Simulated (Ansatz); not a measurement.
Wanted: the native input for an Ansatz 0.2.0 run.

- Task: single point
- Functional: PBE
- Potentials or basis: SPMS NC
- Cutoff: 1034 eV (not typed: the program's choice for these potentials)
- k mesh: 8 × 8 × 2
- Occupations: fermi-dirac, width 0.05 eV
- Spin: no spin polarisation

Crystal: Hf2Pd2Se2Br2O3.

```
Hf Pd Se Br O
1.0
     7.58666   -1.70971   -1.17576
     7.58666    1.70971   -1.17576
    -2.02446    0.00000   13.05155
Hf Pd Se Br O
2 2 2 2 3
Direct
  0.94514 0.94514 0.06144
  0.60628 0.60628 0.28309
  0.17920 0.17920 0.50964
  0.32286 0.32286 0.74307
  0.92232 0.92232 0.84566
  0.78991 0.78991 0.58800
  0.58645 0.58645 0.04520
  0.24604 0.24604 0.28651
  0.59701 0.59701 0.42127
  0.38554 0.38554 0.07302
  0.03094 0.03094 0.22169
```

The cell was built by a generator and needn't be a form met in nature.

One way to write it, as run:

input.yaml

```yaml
crystal:
  lattice:
    - [7.58666, -1.70971, -1.17576]
    - [7.58666, 1.70971, -1.17576]
    - [-2.02446, 0.0, 13.05155]
  atoms:
    - { symbol: Hf, position: [0.94514, 0.94514, 0.06144] }
    - { symbol: Hf, position: [0.60628, 0.60628, 0.28309] }
    - { symbol: Pd, position: [0.1792, 0.1792, 0.50964] }
    - { symbol: Pd, position: [0.32286, 0.32286, 0.74307] }
    - { symbol: Se, position: [0.92232, 0.92232, 0.84566] }
    - { symbol: Se, position: [0.78991, 0.78991, 0.588] }
    - { symbol: Br, position: [0.58645, 0.58645, 0.0452] }
    - { symbol: Br, position: [0.24604, 0.24604, 0.28651] }
    - { symbol: O, position: [0.59701, 0.59701, 0.42127] }
    - { symbol: O, position: [0.38554, 0.38554, 0.07302] }
    - { symbol: O, position: [0.03094, 0.03094, 0.22169] }
hamiltonian:
  xc: pbe
  pseudopotentials: { kind: nc, source: spms }
kpoints:
  mp_grid: { grid: [8, 8, 2] }
scf:
  occupations: { method: fermi_dirac, width: 0.05 }
output:
  forces: true
  stress: true
  eigenvalues: true
```

Potentials or basis: SPMS NC.

Launch:

```bash
$ ansatz run input.yaml --threads 8 --pin off --max-ram 20480MiB --backend cpu --events-out ev --progress --plain --runs-dir out
```

It gave:

| Property | Result |
| --- | --- |
| Pressure | -0.2 GPa |
| Largest force | 0.297 eV/Å |
| Band gap on the k mesh | 0.82 eV, indirect (least direct gap 0.86 eV) |

Caveat: spin-orbit coupling is left out, which moves the levels of the heavy elements.

Run time: 36 s on 8 threads of Intel(R) Xeon(R) Platinum 8488C (Sapphire Rapids) (shared host), peak memory 4.4 GiB.
